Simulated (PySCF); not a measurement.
# Bi(2+): excitation energy in x2c-TZVPPall plus 1 even-tempered diffuse shell per l

Each state of bismuth is computed at each level; their differences give the excitation energy. How far do the methods differ?

The numbers are computed with PySCF 2.14.0 (unrestricted determinants in a Gaussian basis, no spin-orbit coupling in the energies), except any that are marked as measured or tabulated.

### Step 1. Starting point

```
Element                                   : bismuth (Z = 83)
Basis                                     : x2c-TZVPPall with one added diffuse shell each of s, p, d, f type (12s8p7d4f, 99 functions)
Hamiltonian                               : scalar relativity by spin-free X2C-1e
State 1                                   : Bi(2+): [Xe] 4f14 5d10 6s2 7s1, 2S determinant (an excited configuration)
Needed too, but not shown                 : Bi(2+) [Xe] 4f14 5d10 6s2 6p1 (2P)
Methods                                   : UHF, LDA, PBE, PBE0, r2SCAN, B2PLYP, r2SCANh, TPSS, MP2
Core shells frozen in the correlated runs : valence: [Xe] 4f14 5d10; valence and next inner shell: [Kr] 4d10 4f14 (for Bi(2+))
```

The outer shells:

Bi2+ [Xe] 4f14 5d10 6s2 7s1
```
[Xe] core
4f [↑↓][↑↓][↑↓][↑↓][↑↓][↑↓][↑↓]
5d [↑↓][↑↓][↑↓][↑↓][↑↓]
6s [↑↓]
7s [↑ ]
```

The runs were made by one driver on top of PySCF. The scripts below sum up each run's settings (the driver also hands on starting orbitals that pick excited configurations, and frozen orbitals as a list rather than a count), and the logs come from the driver's own runs. The driver starts from symmetry-adapted Hartree-Fock orbitals, holds the occupation by maximum overlap and uses a logarithmic radial grid for functionals, so a plain start would take other cycles.

The integrals over 99 functions and the set-up took 11 s of CPU time.

### Step 2. Bi(2+) [Xe] 4f14 5d10 6s2 7s1: the ladder of methods

**UHF**

input.py

```python
from pyscf import gto, scf, dft, mp, cc
import basis_set_exchange as bse
mol = gto.M(atom="Bi 0 0 0", charge=2, spin=1, symmetry="D2h",
            basis=gto.basis.parse(bse.get_basis("x2c-TZVPPall", elements=["Bi"], fmt="nwchem", augment_diffuse=1)),
            nucmod="G")
mf = scf.UHF(mol).sfx2c1e()
mf.irrep_nelec = {'Ag': (13, 12), 'B1g': (3, 3), 'B2g': (3, 3), 'B3g': (3, 3), 'Au': (1, 1), 'B1u': (6, 6), 'B2u': (6, 6), 'B3u': (6, 6)}
mf.kernel()
```

The log of the run:

```text
damping factor = 0
level_shift factor = 0
DIIS = <class 'pyscf.scf.diis.CDIIS'>
diis_start_cycle = 1
diis_space = 10
diis_damp = 0
SCF conv_tol = 1e-09
SCF conv_tol_grad = None
number electrons alpha = 41  beta = 40
cycle= 1 E= -21527.9539844781  delta_E= 5.46e-11  |g|= 7.47e-07  |ddm|= 1.04e-05
converged SCF energy = -21527.9539844781  <S^2> = 0.7500712  2S+1 = 2.0000712
```

It used 1.4 s of CPU time after the integrals (shared host).

The occupied shells:

```tsv
shell	electrons	mean orbital energy (eV)	spread (eV)	rms radius (bohr)
1s α	1	-91056.3	0	0.0178
1s β	1	-91056.3	0	0.0178
2s α	1	-16535.4	0	0.0718
2s β	1	-16535.4	0	0.0718
2p α	3	-14221.8	0	0.0664
2p β	3	-14221.8	0	0.0664
3s α	1	-4081.2	0	0.183
3s β	1	-4081.2	0	0.183
3p α	3	-3407.1	0	0.186
3p β	3	-3407.1	0	0.186
3d α	5	-2692.4	0	0.170
3d β	5	-2692.4	0	0.170
4s α	1	-993.47	0	0.401
4s β	1	-993.42	0	0.401
4p α	3	-767.88	0	0.427
4p β	3	-767.86	0	0.427
4d α	5	-497.27	0	0.452
4d β	5	-497.26	0	0.452
5s α	1	-203.54	0	0.890
5s β	1	-203.43	0	0.890
4f α	7	-201.01	0	0.480
4f β	7	-201.00	0	0.480
5p α	3	-137.29	0	1.01
5p β	3	-137.24	0	1.01
5d α	5	-57.387	0	1.30
5d β	5	-57.324	0	1.30
6s α	1	-37.162	0	2.18
6s β	1	-36.808	0	2.18
7s α	1	-13.223	0	5.18
```

⟨S²⟩ = 0.750, ⟨L²⟩ = 0.00.

The p, d and f levels are scalar averages; spin-orbit coupling splits them strongly at this Z.

**LDA**

input.py differs from the last one in:

```diff
@@ -5,3 +5,3 @@
             nucmod="G")
-mf = scf.UHF(mol).sfx2c1e()
+mf = dft.UKS(mol, xc="LDA,VWN").sfx2c1e()
 mf.irrep_nelec = {'Ag': (13, 12), 'B1g': (3, 3), 'B2g': (3, 3), 'B3g': (3, 3), 'Au': (1, 1), 'B1u': (6, 6), 'B2u': (6, 6), 'B3u': (6, 6)}
```

The log of the run:

```text
damping factor = 0
level_shift factor = 0
DIIS = <class 'pyscf.scf.diis.CDIIS'>
diis_start_cycle = 1
diis_space = 10
diis_damp = 0
SCF conv_tol = 1e-09
SCF conv_tol_grad = None
number electrons alpha = 41  beta = 40
XC functionals = LDA,VWN
    P. A. M. Dirac.,  Math. Proc. Cambridge Philos. Soc. 26, 376 (1930)
    F. Bloch.,  Z. Phys. 57, 545 (1929)
    S. H. Vosko, L. Wilk, and M. Nusair.,  Can. J. Phys. 58, 1200 (1980)
cycle= 1 E= -21521.2335437123  delta_E= -0.0378  |g|= 0.138  |ddm|= 1.42
cycle= 2 E= -21521.2337650827  delta_E= -0.000221  |g|= 0.0905  |ddm|= 0.153
cycle= 3 E= -21521.2345119762  delta_E= -0.000747  |g|= 0.0142  |ddm|=  0.1
cycle= 4 E= -21521.2345395066  delta_E= -2.75e-05  |g|= 0.000612  |ddm|= 0.0203
cycle= 5 E= -21521.2345395796  delta_E= -7.3e-08  |g|= 9.35e-06  |ddm|= 0.00131
cycle= 6 E= -21521.2345395796  delta_E= -3.64e-11  |g|= 2.67e-07  |ddm|= 4.4e-05
converged SCF energy = -21521.2345395796  <S^2> = 0.75001146  2S+1 = 2.0000115
```

CPU time 1.7 s on a shared host, the integrals not counted.

**PBE**

input.py differs from the last one in:

```diff
@@ -5,3 +5,3 @@
             nucmod="G")
-mf = dft.UKS(mol, xc="LDA,VWN").sfx2c1e()
+mf = dft.UKS(mol, xc="PBE").sfx2c1e()
 mf.irrep_nelec = {'Ag': (13, 12), 'B1g': (3, 3), 'B2g': (3, 3), 'B3g': (3, 3), 'Au': (1, 1), 'B1u': (6, 6), 'B2u': (6, 6), 'B3u': (6, 6)}
```

The log of the run:

```text
damping factor = 0
level_shift factor = 0
DIIS = <class 'pyscf.scf.diis.CDIIS'>
diis_start_cycle = 1
diis_space = 10
diis_damp = 0
SCF conv_tol = 1e-09
SCF conv_tol_grad = None
number electrons alpha = 41  beta = 40
XC functionals = PBE
    J. P. Perdew, K. Burke, and M. Ernzerhof.,  Phys. Rev. Lett. 77, 3865 (1996)
    J. P. Perdew, K. Burke, and M. Ernzerhof.,  Phys. Rev. Lett. 78, 1396 (1997)
    J. P. Perdew, K. Burke, and M. Ernzerhof.,  Phys. Rev. Lett. 77, 3865 (1996)
    J. P. Perdew, K. Burke, and M. Ernzerhof.,  Phys. Rev. Lett. 78, 1396 (1997)
cycle= 1 E= -21534.1250688977  delta_E= -0.029  |g|= 0.11  |ddm|= 1.14
cycle= 2 E= -21534.125251255  delta_E= -0.000182  |g|= 0.0718  |ddm|= 0.17
cycle= 3 E= -21534.1257156265  delta_E= -0.000464  |g|= 0.0103  |ddm|= 0.074
cycle= 4 E= -21534.1257306531  delta_E= -1.5e-05  |g|= 0.000343  |ddm|= 0.0164
cycle= 5 E= -21534.1257306786  delta_E= -2.55e-08  |g|= 8.71e-06  |ddm|= 0.00065
cycle= 6 E= -21534.1257306787  delta_E= -8.37e-11  |g|= 7.07e-07  |ddm|= 0.000189
converged SCF energy = -21534.1257306787  <S^2> = 0.7500062  2S+1 = 2.0000062
```

CPU time 3.2 s on a shared host, the integrals not counted.

**PBE0**

input.py differs from the last one in:

```diff
@@ -5,3 +5,3 @@
             nucmod="G")
-mf = dft.UKS(mol, xc="PBE").sfx2c1e()
+mf = dft.UKS(mol, xc="PBE0").sfx2c1e()
 mf.irrep_nelec = {'Ag': (13, 12), 'B1g': (3, 3), 'B2g': (3, 3), 'B3g': (3, 3), 'Au': (1, 1), 'B1u': (6, 6), 'B2u': (6, 6), 'B3u': (6, 6)}
```

The log of the run:

```text
damping factor = 0
level_shift factor = 0
DIIS = <class 'pyscf.scf.diis.CDIIS'>
diis_start_cycle = 1
diis_space = 10
diis_damp = 0
SCF conv_tol = 1e-09
SCF conv_tol_grad = None
number electrons alpha = 41  beta = 40
XC functionals = PBE0
    C. Adamo and V. Barone.,  J. Chem. Phys. 110, 6158 (1999)
    M. Ernzerhof and G. E. Scuseria.,  J. Chem. Phys. 110, 5029 (1999)
cycle= 1 E= -21533.8254759768  delta_E= -0.0162  |g|= 0.064  |ddm|= 0.836
cycle= 2 E= -21533.8256137208  delta_E= -0.000138  |g|= 0.0316  |ddm|= 0.159
cycle= 3 E= -21533.8256931738  delta_E= -7.95e-05  |g|= 0.00556  |ddm|= 0.0257
cycle= 4 E= -21533.8256973534  delta_E= -4.18e-06  |g|= 0.000199  |ddm|= 0.0138
cycle= 5 E= -21533.825697389  delta_E= -3.56e-08  |g|= 1.97e-05  |ddm|= 0.00354
cycle= 6 E= -21533.8256973898  delta_E= -7.6e-10  |g|= 2.04e-06  |ddm|= 0.00066
converged SCF energy = -21533.8256973898  <S^2> = 0.75001026  2S+1 = 2.0000103
```

It used 3.8 s of CPU time after the integrals (shared host).

**r2SCAN**

input.py differs from the last one in:

```diff
@@ -5,3 +5,3 @@
             nucmod="G")
-mf = dft.UKS(mol, xc="PBE0").sfx2c1e()
+mf = dft.UKS(mol, xc="R2SCAN").sfx2c1e()
 mf.irrep_nelec = {'Ag': (13, 12), 'B1g': (3, 3), 'B2g': (3, 3), 'B3g': (3, 3), 'Au': (1, 1), 'B1u': (6, 6), 'B2u': (6, 6), 'B3u': (6, 6)}
```

The log of the run:

```text
damping factor = 0
level_shift factor = 0
DIIS = <class 'pyscf.scf.diis.CDIIS'>
diis_start_cycle = 1
diis_space = 10
diis_damp = 0
SCF conv_tol = 1e-09
SCF conv_tol_grad = None
number electrons alpha = 41  beta = 40
XC functionals = R2SCAN
    J. W. Furness, A. D. Kaplan, J. Ning, J. P. Perdew, and J. Sun.,  J. Phys. Chem. Lett. 11, 8208-8215 (2020)
    J. W. Furness, A. D. Kaplan, J. Ning, J. P. Perdew, and J. Sun.,  J. Phys. Chem. Lett. 11, 9248-9248 (2020)
    J. W. Furness, A. D. Kaplan, J. Ning, J. P. Perdew, and J. Sun.,  J. Phys. Chem. Lett. 11, 8208-8215 (2020)
    J. W. Furness, A. D. Kaplan, J. Ning, J. P. Perdew, and J. Sun.,  J. Phys. Chem. Lett. 11, 9248-9248 (2020)
cycle= 1 E= -21534.0537349631  delta_E= -0.0192  |g|= 0.0873  |ddm|= 0.983
cycle= 2 E= -21534.0539011307  delta_E= -0.000166  |g|= 0.0547  |ddm|= 0.151
cycle= 3 E= -21534.0541617145  delta_E= -0.000261  |g|= 0.00731  |ddm|= 0.0515
cycle= 4 E= -21534.0541692743  delta_E= -7.56e-06  |g|= 0.000172  |ddm|= 0.0124
cycle= 5 E= -21534.0541692832  delta_E= -8.9e-09  |g|= 1.12e-05  |ddm|= 0.001
cycle= 6 E= -21534.0541692832  delta_E= -3.64e-11  |g|= 5.2e-07  |ddm|= 0.000156
converged SCF energy = -21534.0541692832  <S^2> = 0.75004448  2S+1 = 2.0000445
```

It used 6.2 s of CPU time after the integrals (shared host).

**B2PLYP**

input.py differs from the last one in:

```diff
@@ -5,3 +5,3 @@
             nucmod="G")
-mf = dft.UKS(mol, xc="R2SCAN").sfx2c1e()
+mf = dft.UKS(mol, xc="0.53*HF + 0.47*B88, 0.73*LYP").sfx2c1e()
 mf.irrep_nelec = {'Ag': (13, 12), 'B1g': (3, 3), 'B2g': (3, 3), 'B3g': (3, 3), 'Au': (1, 1), 'B1u': (6, 6), 'B2u': (6, 6), 'B3u': (6, 6)}
```

The log of the run:

```text
damping factor = 0
level_shift factor = 0
DIIS = <class 'pyscf.scf.diis.CDIIS'>
diis_start_cycle = 1
diis_space = 10
diis_damp = 0
SCF conv_tol = 1e-09
SCF conv_tol_grad = None
number electrons alpha = 41  beta = 40
XC functionals = 0.53*HF + 0.47*B88, 0.73*LYP
    A. D. Becke.,  Phys. Rev. A 38, 3098 (1988)
    C. Lee, W. Yang, and R. G. Parr.,  Phys. Rev. B 37, 785 (1988)
    B. Miehlich, A. Savin, H. Stoll, and H. Preuss.,  Chem. Phys. Lett. 157, 200 (1989)
cycle= 1 E= -21532.5275471385  delta_E= -0.00708  |g|= 0.0411  |ddm|= 0.559
cycle= 2 E= -21532.5276517334  delta_E= -0.000105  |g|= 0.0199  |ddm|= 0.156
cycle= 3 E= -21532.5276872795  delta_E= -3.55e-05  |g|= 0.0027  |ddm|= 0.0176
cycle= 4 E= -21532.52768853  delta_E= -1.25e-06  |g|= 0.000232  |ddm|= 0.0148
cycle= 5 E= -21532.5276885664  delta_E= -3.64e-08  |g|= 1.8e-05  |ddm|= 0.00359
cycle= 6 E= -21532.5276885671  delta_E= -6.91e-10  |g|= 1.74e-06  |ddm|= 0.000636
converged SCF energy = -21532.5276885671  <S^2> = 0.75004387  2S+1 = 2.0000439
```

CPU time 4.3 s on a shared host, the integrals not counted.

Script and log cover the SCF part. The PT2 part, added by the driver, -0.03683 hartree before scaling by 0.27, brings the total to -21532.537632 hartree.

**r2SCANh**

input.py differs from the last one in:

```diff
@@ -5,3 +5,3 @@
             nucmod="G")
-mf = dft.UKS(mol, xc="0.53*HF + 0.47*B88, 0.73*LYP").sfx2c1e()
+mf = dft.UKS(mol, xc="HYB_MGGA_XC_R2SCANH").sfx2c1e()
 mf.irrep_nelec = {'Ag': (13, 12), 'B1g': (3, 3), 'B2g': (3, 3), 'B3g': (3, 3), 'Au': (1, 1), 'B1u': (6, 6), 'B2u': (6, 6), 'B3u': (6, 6)}
```

The log of the run:

```text
damping factor = 0
level_shift factor = 0
DIIS = <class 'pyscf.scf.diis.CDIIS'>
diis_start_cycle = 1
diis_space = 10
diis_damp = 0
SCF conv_tol = 1e-09
SCF conv_tol_grad = None
number electrons alpha = 41  beta = 40
XC functionals = HYB_MGGA_XC_R2SCANH
    M. Bursch, H. Neugebauer, S. Ehlert, and S. Grimme.,  J. Chem. Phys. 156, 134105 (2022)
cycle= 1 E= -21533.9477033202  delta_E= -0.0158  |g|= 0.0725  |ddm|= 0.908
cycle= 2 E= -21533.9478487475  delta_E= -0.000145  |g|= 0.0414  |ddm|= 0.147
cycle= 3 E= -21533.9479931692  delta_E= -0.000144  |g|= 0.00596  |ddm|= 0.0364
cycle= 4 E= -21533.9479980673  delta_E= -4.9e-06  |g|= 0.000153  |ddm|= 0.0116
cycle= 5 E= -21533.9479980784  delta_E= -1.1e-08  |g|= 9.84e-06  |ddm|= 0.00165
cycle= 6 E= -21533.9479980784  delta_E= -8.73e-11  |g|= 8.43e-07  |ddm|= 0.000206
converged SCF energy = -21533.9479980784  <S^2> = 0.75004944  2S+1 = 2.0000494
```

It used 6.8 s of CPU time after the integrals (shared host).

**TPSS**

input.py differs from the last one in:

```diff
@@ -5,3 +5,3 @@
             nucmod="G")
-mf = dft.UKS(mol, xc="HYB_MGGA_XC_R2SCANH").sfx2c1e()
+mf = dft.UKS(mol, xc="TPSS").sfx2c1e()
 mf.irrep_nelec = {'Ag': (13, 12), 'B1g': (3, 3), 'B2g': (3, 3), 'B3g': (3, 3), 'Au': (1, 1), 'B1u': (6, 6), 'B2u': (6, 6), 'B3u': (6, 6)}
```

The log of the run:

```text
damping factor = 0
level_shift factor = 0
DIIS = <class 'pyscf.scf.diis.CDIIS'>
diis_start_cycle = 1
diis_space = 10
diis_damp = 0
SCF conv_tol = 1e-09
SCF conv_tol_grad = None
number electrons alpha = 41  beta = 40
XC functionals = TPSS
    J. Tao, J. P. Perdew, V. N. Staroverov, and G. E. Scuseria.,  Phys. Rev. Lett. 91, 146401 (2003)
    J. P. Perdew, J. Tao, V. N. Staroverov, and G. E. Scuseria.,  J. Chem. Phys. 120, 6898 (2004)
    J. Tao, J. P. Perdew, V. N. Staroverov, and G. E. Scuseria.,  Phys. Rev. Lett. 91, 146401 (2003)
    J. P. Perdew, J. Tao, V. N. Staroverov, and G. E. Scuseria.,  J. Chem. Phys. 120, 6898 (2004)
cycle= 1 E= -21533.2566320116  delta_E= -0.0214  |g|= 0.119  |ddm|= 0.889
cycle= 2 E= -21533.2568630003  delta_E= -0.000231  |g|= 0.0812  |ddm|= 0.172
cycle= 3 E= -21533.2574661988  delta_E= -0.000603  |g|= 0.0096  |ddm|= 0.0785
cycle= 4 E= -21533.2574796603  delta_E= -1.35e-05  |g|= 0.000225  |ddm|= 0.0158
cycle= 5 E= -21533.257479677  delta_E= -1.67e-08  |g|= 1.26e-05  |ddm|= 0.00128
cycle= 6 E= -21533.2574796773  delta_E= -3.35e-10  |g|= 9.38e-07  |ddm|= 0.000419
converged SCF energy = -21533.2574796773  <S^2> = 0.75002965  2S+1 = 2.0000296
```

CPU time 6.5 s on a shared host, the integrals not counted.

**MP2 (valence)**

input.py differs from the last one in:

```diff
@@ -5,4 +5,5 @@
             nucmod="G")
-mf = dft.UKS(mol, xc="TPSS").sfx2c1e()
+mf = scf.UHF(mol).sfx2c1e()
 mf.irrep_nelec = {'Ag': (13, 12), 'B1g': (3, 3), 'B2g': (3, 3), 'B3g': (3, 3), 'Au': (1, 1), 'B1u': (6, 6), 'B2u': (6, 6), 'B3u': (6, 6)}
 mf.kernel()
+mp.UMP2(mf, frozen=39).kernel()
```

The driver printed no log here.

It used 0.44 s of CPU time after the integrals (shared host).

With 3 electrons correlated, the MP2 correlation energy is -0.02954 hartree (-0.00340 same spin, -0.02614 opposite spin); the SCS form gives -0.03250. Largest pairs of shells: 6s-6s -0.0207, 6s-7s -0.0088, 7s-7s 0.0000.

### Step 3. Bi(2+) [Xe] 4f14 5d10 6s2 7s1, continued

**MP2 (valence and next inner shell)**

Edit input.py of step 2 so:

```diff
@@ -8,2 +8,2 @@
 mf.kernel()
-mp.UMP2(mf, frozen=39).kernel()
+mp.UMP2(mf, frozen=30).kernel()
```

This step left no log, only its results.

It used 0.77 s of CPU time after the integrals (shared host).

With 21 electrons correlated, the MP2 correlation energy is -0.46811 hartree (-0.16303 same spin, -0.30507 opposite spin); the SCS form gives -0.42043. Largest pairs of shells: 5d-5d -0.2102, 5d-6s -0.1009, 5p-5d -0.0648, 6s-6s -0.0207, 5p-5p -0.0188.

Radial density 4πr²ρ of Bi(2+) at UHF, without picture-change correction:

```tsv
r (bohr)	density	spin density
0.000333	5.45	0.000
0.000560	10.7	0.000
0.000942	20.3	0.000
0.00158	37.0	0.001
0.00267	63.1	0.001
0.00448	95.7	0.002
0.00754	120	0.002
0.0127	115	0.001
0.0213	103	0.000
0.0359	141	0.003
0.0604	147	0.001
0.102	129	0.003
0.171	128	0.001
0.287	91.3	0.012
0.483	65.9	0.006
0.813	26.8	0.008
1.37	11.4	0.075
2.30	1.84	0.004
3.87	0.313	0.245
6.51	0.131	0.131
10.9	0.00113	0.001
```

### Step 4. The energy differences

Excitation energy: Bi(2+) [Xe] 4f14 5d10 6s2 6p1 (2P) → Bi(2+) [Xe] 4f14 5d10 6s2 7s1 (2S).

```tsv
method	value (eV)
UHF	9.882
LDA	9.924
PBE	9.745
PBE0	9.899
r2SCAN	10.013
B2PLYP	9.904
r2SCANh	10.051
TPSS	9.820
MP2 (valence)	9.836
SCS-MP2 (valence)	9.859
MP2 (valence and next inner shell)	9.807
SCS-MP2 (valence and next inner shell)	9.781
```

A first-order spin-orbit estimate (lowest level to lowest level, LS coupling) adds 1.464 eV.

The differences also use runs on Bi(2+) [Xe] 4f14 5d10 6s2 6p1 (2P), which are not shown here.

### Step 5. Summary of results

```
                                          quantity                                                   value
excitation energy, Bi(2+) → [Xe] 4f14 5d10 6s2 7s1  UHF 9.882, MP2 (valence and next inner shell) 9.807 eV
```

What this shows: The methods span 0.306 eV, from PBE (9.745) to r2SCANh (10.051). No reference value is at hand in this session. All values hold for this basis alone; no basis-set limit was taken.
